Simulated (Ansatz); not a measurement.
**Cu3Ni2: from a guess to a relaxed structure**

Where does this trial cell of Cu3Ni2 go when cell and atoms are let free?

Program: Ansatz 0.2.0. Level of theory: DFT PBE, scalar-relativistic, plane waves, PAW. These are calculated values, not measurements.

## Step 1: The system as given

Symmetry: P6_3/mmc, No. 194, hexagonal system. Conventional cell: a = 2.575 Å, b = 2.575 Å, c = 20.351 Å, α = 90.00°, β = 90.00°, γ = 120.00°. Cu (site symmetry 3m) has 3 Ni at 2.52 Å and 9 Cu at 2.52 to 2.57 Å as nearest neighbours. Cu (site symmetry -6m2) is surrounded by 6 Ni at 2.52 Å and 6 Cu at 2.57 Å. Ni (site symmetry 3m) is surrounded by 6 Cu at 2.52 Å and 6 Ni at 2.57 Å.

Structure file:

```xyz
10
Lattice="2.5748 0.0000 0.0000 -1.2874 2.2298 0.0000 0.0000 0.0000 20.3515" Properties=species:S:1:pos:R:3 pbc="T T T"
Cu    0.0000    1.4866   19.3339
Cu    0.0000    1.4866   11.1933
Cu    0.0000    1.4866   15.2636
Cu    1.2874    0.7433    1.0176
Cu    1.2874    0.7433    5.0879
Cu    1.2874    0.7433    9.1582
Ni    0.0000    1.4866    3.0527
Ni    0.0000    1.4866    7.1230
Ni    1.2874    0.7433   13.2285
Ni    1.2874    0.7433   17.2988
```

The start is an ordering of an alloy on its end members' structure types: elements ordered on the sites of the Ti type, Cu/Ni on Ti (P6_3/mmc, No. 194).

## Step 2: The guess as it stands, on a coarse mesh

input.yaml reads:

```yaml
crystal:
  lattice:
    - [2.57480694, 0.0, 0.0]
    - [-1.28740347, 2.22984822, 0.0]
    - [0.0, 0.0, 20.35149874]
  atoms:
    - { symbol: Cu, position: [0.33333333, 0.66666667, 0.95] }
    - { symbol: Cu, position: [0.33333333, 0.66666667, 0.55] }
    - { symbol: Cu, position: [0.33333333, 0.66666667, 0.75] }
    - { symbol: Cu, position: [0.66666667, 0.33333333, 0.05] }
    - { symbol: Cu, position: [0.66666667, 0.33333333, 0.25] }
    - { symbol: Cu, position: [0.66666667, 0.33333333, 0.45] }
    - { symbol: Ni, position: [0.33333333, 0.66666667, 0.15], spin: 2.0 }
    - { symbol: Ni, position: [0.33333333, 0.66666667, 0.35], spin: 2.0 }
    - { symbol: Ni, position: [0.66666667, 0.33333333, 0.65], spin: 2.0 }
    - { symbol: Ni, position: [0.66666667, 0.33333333, 0.85], spin: 2.0 }
basis:
  ecutwfc: 420
kpoints:
  mp_grid: { grid: [6, 6, 1] }
hamiltonian:
  xc: pbe
scf:
  occupations: { method: gaussian, width: 0.1 }
  lower_state_search: "off"
output:
  forces: true
  stress: true
  eigenvalues: true
  populations: true
magnetization:
  spin_polarized: true
```

Run with:

```bash
$ ansatz run input.yaml --threads 1 --pin off --max-ram 2560MiB --backend cpu --events-out ev --progress --plain --runs-dir out
```

Further runs follow: relaxation on the finer mesh.

What does the calculation give? Wanted: conventional cell; volume; energy over the elements; gap on the mesh; total moment.

**Answer**, as computed:

```
                              quantity                                                                        value
symmetry at the end (tolerance 0.05 Å)                                               space group P6_3/mmc (No. 194)
                     conventional cell  a = 2.518 Å, b = 2.518 Å, c = 20.861 Å, α = 90.00°, β = 90.00°, γ = 120.00°
                                volume                                                                11.46 Å³/atom
              energy over the elements                                                                +0.02 eV/atom
                       gap on the mesh                                                                 none (metal)
                          total moment                                                                 0.64 μB/cell
```

**Reading.** The space group P6_3/mmc (No. 194) is kept, and the volume per atom shrinks by 2.0 % from the first guess. The formation energy of this structure is too near zero to say whether it is bound against the elements. No finished test with a distortion of lower symmetry is shown, so the end may be a saddle point. Other magnetic orders were not searched.
